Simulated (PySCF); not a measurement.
# C6H11BS: the cost of one run

Computed with PySCF 2.14.0 and routines of our own; the level stands in each step. Atoms count from 0.

## Step 1: The starting structure

19 atoms, charge 0, multiplicity 1; geometry from: GFN2-xTB.

## Step 2: Geometry optimisation at PBE0-D3(BJ)/def2-SVP

Job settings and geometry (Å):

```
{"job": {"xc": "PBE0", "basis": "def2-SVP", "d3": "d3bj", "grid": 2, "kind": "geom"}, "charge": 0, "multiplicity": 1}
C      2.699045     0.663202    -0.582290
S      3.338703    -0.428687     0.714919
C      1.891388    -1.398136     1.053052
C      0.783123    -1.303424     0.391503
C     -0.339538    -1.102025    -0.249713
B     -1.393050    -0.045241     0.175603
C     -2.721176     0.089925    -0.664633
C     -1.129879     0.900571     1.411019
H      1.825212     1.188591    -0.207510
H      2.437464     0.072548    -1.455637
H      3.491742     1.363864    -0.823536
H      2.052357    -2.087456     1.865061
H     -0.525005    -1.715538    -1.127798
H     -2.615415    -0.216966    -1.703377
H     -3.140227     1.093610    -0.648067
H     -3.476268    -0.564492    -0.225822
H     -0.783282     1.871628     1.053126
H     -0.370692     0.527509     2.094745
H     -2.034308     1.099770     1.982549
```

Launch:

```console
$ OMP_NUM_THREADS=1 python excited_run.py task.json out
```

This one command runs all jobs of the session in turn.

**Question.** How long does this first job take on 1 thread of Arm Neoverse V1, shared host, and how much memory does it need?

About 1.8 min, with a peak of 0.86 GiB.
